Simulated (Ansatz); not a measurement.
# ROCCSDT(Q)/ANO-RCC-MB run of InSiH3BrO (SMILES [SiH3][O][In][Br])

What is the energy difference between two shapes of InSiH3BrO at ROCCSDT(Q)/ANO-RCC-MB? 

The results are computed with Ansatz 0.2.0.

5 further runs of the same task are left out: 3 for a known fault of the program, 1 that didn't finish, 1 set aside as unsound or not needed.

### Step 1. The molecule

InSiH3BrO: 7 atoms, total charge 0, spin state doublet. SMILES: `[SiH3][O][In][Br]`. The coordinates come from a PBE0-D4/def2-TZVP relaxation. This is one conformer, not always the lowest.

Bond lengths: Si1–O2 1.633 Å, O2–In3 1.993 Å, In3–Br4 2.501 Å, Si1–H5 1.491 Å, Si1–H6 1.486 Å, Si1–H7 1.491 Å. Angles: Si1–O2–In3 138.1°, O2–In3–Br4 116.3°, O2–Si1–H5 111.5°, O2–Si1–H6 108.7°, O2–Si1–H7 111.6°, H5–Si1–H6 108.8°, H5–Si1–H7 107.5°, H6–Si1–H7 108.7°.

### Step 2. A single-point energy at ROCCSDT(Q)/ANO-RCC-MB

File job.yaml:

```yaml
crystal:
  periodic: [false, false, false]
  atoms:
    - {symbol: Si, position_ang: [0.525100, 1.113100, 0.245300]}
    - {symbol: O, position_ang: [-0.385500, -0.237700, 0.127200]}
    - {symbol: In, position_ang: [-0.317600, -1.996300, -0.809000]}
    - {symbol: Br, position_ang: [-2.256800, -3.529000, -0.429800]}
    - {symbol: H, position_ang: [0.666900, 1.794900, -1.073300]}
    - {symbol: H, position_ang: [-0.130300, 2.046900, 1.198200]}
    - {symbol: H, position_ang: [1.898100, 0.808100, 0.741500]}
basis:
  gaussian:
    orbitals: ANO-RCC-MB.json
magnetization:
  spin_polarized: false
  initial_magnetization: 1
hamiltonian:
  pseudopotentials: {relativity: none}
correlation:
  method: ccsdt_q
```

The basis set ANO-RCC-MB is read from a file made from the Basis Set Exchange's data (not shown).

Launch:

```sh
$ ansatz run job.yaml --threads 1 --pin off --max-ram 2610MiB --events-out events.jsonl --progress --plain --runs-dir runs
```

Output:

```text
Warning: RAYON_NUM_THREADS=1 ignored (pool sized by the plan → 1); use --threads N
Functional definition: HF
  name "HF"
  exchange = exact_x
  correlation = 0
1450 factors; integrals over basis functions are off by at most 4.0e-8 eV
mean field evaluation 1: about -231381.6817 eV, gradient 2.6e1 eV
mean field evaluation 2: about -231381.7656 eV, gradient 2.6e1 eV
mean field evaluation 4: about -231385.1284 eV, gradient 2.3e0 eV
mean field evaluation 8: about -231385.2035 eV, gradient 2.7e-4 eV
mean field evaluation 16: about -231385.0489 eV, gradient 2.3e0 eV
mean field evaluation 32: about -231382.8323 eV, gradient 2.0e0 eV
mean field -231385.20352542 eV, -8503.2493910351 hartree, gradient 2.5e-6 eV, S^2 0.750000; 1 other end points of the search recorded, 0 dependent functions left out
mean field evaluation 64: about -231383.7851 eV, gradient 3.7e0 eV
determinant -231385.20352542 eV, -8503.2493910351 hartree, with singles and doubles -231388.62471075 eV, -8503.3751172771 hartree
determinant -231382.85803698 eV, -8503.1631959249 hartree, with singles and doubles -231386.61080589 eV, -8503.3011076384 hartree
33 core orbitals not correlated: weight in the atoms' cores, before any rotation towards them, 0.999 or more for the frozen orbitals, at most 0.000 for the correlated occupied ones
reference -231385.20352542 eV, -8503.2493910351 hartree; 22, 21 occupied and 7, 8 virtual orbitals, 1450 factors
second order -2.86524348 eV of doubles, -0.00710767 eV of singles
cycle   1  -3.02027867 eV  change   -1.5e-1 eV  update   1.4e-1
cycle   2  -3.39063552 eV  change   -3.7e-1 eV  update   9.2e-2
cycle   3  -3.62073365 eV  change   -2.3e-1 eV  update   3.8e-2
cycle   4  -3.65188810 eV  change   -3.1e-2 eV  update   1.7e-2
cycle   5  -3.64595496 eV  change    5.9e-3 eV  update   9.1e-3
cycle   6  -3.64572829 eV  change    2.3e-4 eV  update   4.3e-3
cycle   7  -3.64850597 eV  change   -2.8e-3 eV  update   2.0e-3
cycle   8  -3.64917210 eV  change   -6.7e-4 eV  update   1.1e-3
cycle   9  -3.64839652 eV  change    7.8e-4 eV  update   5.4e-4
cycle  10  -3.64876674 eV  change   -3.7e-4 eV  update   2.9e-4
cycle  11  -3.64883340 eV  change   -6.7e-5 eV  update   1.7e-4
cycle  12  -3.64885613 eV  change   -2.3e-5 eV  update   1.1e-4
cycle  13  -3.64887613 eV  change   -2.0e-5 eV  update   4.5e-5
cycle  14  -3.64888467 eV  change   -8.5e-6 eV  update   2.8e-5
cycle  15  -3.64884973 eV  change    3.5e-5 eV  update   1.7e-5
cycle  16  -3.64884055 eV  change    9.2e-6 eV  update   8.0e-6
cycle  17  -3.64883993 eV  change    6.2e-7 eV  update   4.9e-6
perturbative correction 0.02351967 eV, 0.0008643319 hartree
WARN: the results are in doubt because the basis set is contracted for relativity, which is off
Total energy: -231388.82884568 eV, -8503.3826190972 hartree
In doubt: the basis set is contracted for relativity, which is off
```

Wall time 1.8 min (1 thread of Intel Xeon Platinum 8259CL at 2.50GHz (Skylake/Cascade Lake), shared host); peak memory 1.6 GiB.

### Step 3. The distorted shape at the same level

File job.yaml:

```yaml
crystal:
  periodic: [false, false, false]
  atoms:
    - {symbol: Si, position_ang: [0.514887, 1.103242, 0.214559]}
    - {symbol: O, position_ang: [-0.378037, -0.244575, 0.104100]}
    - {symbol: In, position_ang: [-0.328563, -2.002508, -0.795567]}
    - {symbol: Br, position_ang: [-2.273545, -3.572247, -0.436142]}
    - {symbol: H, position_ang: [0.691025, 1.752626, -1.100405]}
    - {symbol: H, position_ang: [-0.131494, 2.061641, 1.223902]}
    - {symbol: H, position_ang: [1.913075, 0.809959, 0.729994]}
basis:
  gaussian:
    orbitals: ANO-RCC-MB.json
magnetization:
  spin_polarized: false
  initial_magnetization: 1
hamiltonian:
  pseudopotentials: {relativity: none}
correlation:
  method: ccsdt_q
```

The basis set ANO-RCC-MB is read from a file made from the Basis Set Exchange's data (not shown).

Launch:

```sh
$ ansatz run job.yaml --threads 1 --pin off --max-ram 2610MiB --events-out events.jsonl --progress --plain --runs-dir runs
```

Output:

```text
Warning: RAYON_NUM_THREADS=1 ignored (pool sized by the plan → 1); use --threads N
[... 4 set-up lines as earlier in the session ...]
1450 factors; integrals over basis functions are off by at most 4.0e-8 eV
mean field evaluation 1: about -231381.7780 eV, gradient 2.5e1 eV
mean field evaluation 2: about -231381.8623 eV, gradient 2.5e1 eV
mean field evaluation 4: about -231385.1493 eV, gradient 2.2e0 eV
mean field evaluation 8: about -231385.2181 eV, gradient 2.4e-4 eV
mean field evaluation 16: about -231385.0687 eV, gradient 2.2e0 eV
mean field evaluation 32: about -231381.3723 eV, gradient 2.1e1 eV
mean field -231385.21812670 eV, -8503.2499276222 hartree, gradient 2.3e-6 eV, S^2 0.750000; 1 other end points of the search recorded, 0 dependent functions left out
determinant -231385.21812670 eV, -8503.2499276222 hartree, with singles and doubles -231388.65902864 eV, -8503.3763784364 hartree
determinant -231382.91128874 eV, -8503.1651528907 hartree, with singles and doubles -231386.67283493 eV, -8503.3033871636 hartree
33 core orbitals not correlated: weight in the atoms' cores, before any rotation towards them, 0.999 or more for the frozen orbitals, at most 0.000 for the correlated occupied ones
reference -231385.21812670 eV, -8503.2499276222 hartree; 22, 21 occupied and 7, 8 virtual orbitals, 1450 factors
second order -2.87403858 eV of doubles, -0.00701661 eV of singles
cycle   1  -3.03712972 eV  change   -1.6e-1 eV  update   1.4e-1
cycle   2  -3.40869570 eV  change   -3.7e-1 eV  update   9.1e-2
cycle   3  -3.64099478 eV  change   -2.3e-1 eV  update   3.7e-2
cycle   4  -3.66981422 eV  change   -2.9e-2 eV  update   1.7e-2
cycle   5  -3.66406819 eV  change    5.7e-3 eV  update   8.7e-3
cycle   6  -3.66393612 eV  change    1.3e-4 eV  update   4.0e-3
cycle   7  -3.66662381 eV  change   -2.7e-3 eV  update   1.9e-3
cycle   8  -3.66717597 eV  change   -5.5e-4 eV  update   1.1e-3
cycle   9  -3.66641162 eV  change    7.6e-4 eV  update   5.1e-4
cycle  10  -3.66676938 eV  change   -3.6e-4 eV  update   2.7e-4
cycle  11  -3.66683235 eV  change   -6.3e-5 eV  update   1.6e-4
cycle  12  -3.66685842 eV  change   -2.6e-5 eV  update   9.6e-5
cycle  13  -3.66687685 eV  change   -1.8e-5 eV  update   4.1e-5
cycle  14  -3.66688360 eV  change   -6.7e-6 eV  update   2.5e-5
cycle  15  -3.66685103 eV  change    3.3e-5 eV  update   1.6e-5
cycle  16  -3.66684272 eV  change    8.3e-6 eV  update   7.1e-6
cycle  17  -3.66684224 eV  change    4.8e-7 eV  update   4.4e-6
perturbative correction 0.02283487 eV, 0.0008391661 hartree
WARN: the results are in doubt because the basis set is contracted for relativity, which is off
Total energy: -231388.86213407 eV, -8503.3838424230 hartree
In doubt: the basis set is contracted for relativity, which is off
```

Run time: 100 s. Hardware: 1 thread of Intel Xeon Platinum 8259CL at 2.50GHz (Skylake/Cascade Lake), shared host; peak memory 1.6 GiB.

### Step 4. Outcome

At ROCCSDT(Q)/ANO-RCC-MB, 33 core orbitals frozen:

```
                                                     quantity           value
                                    first shape: total energy  -8503.38262 Eh
    first shape: correlation energy (33 core orbitals frozen)      -133.2 mEh
               first shape: ⟨S²⟩ of the reference determinant           0.750
                                   first shape: T1 diagnostic           0.017
                                distorted shape: total energy  -8503.38384 Eh
distorted shape: correlation energy (33 core orbitals frozen)      -133.9 mEh
           distorted shape: ⟨S²⟩ of the reference determinant           0.750
                               distorted shape: T1 diagnostic           0.016
                       energy change with the atoms displaced       -0.033 eV
```

In words: With the atoms displaced the energy falls by 0.03 eV (3.2 kJ/mol). The first shape isn't relaxed at this level, so the change isn't measured from a minimum. The minimal basis adds a large error of its own. The basis (first shape) was made for a relativistic Hamiltonian, but the run is non-relativistic. The basis (distorted shape) was made for a relativistic Hamiltonian, but the run is non-relativistic.
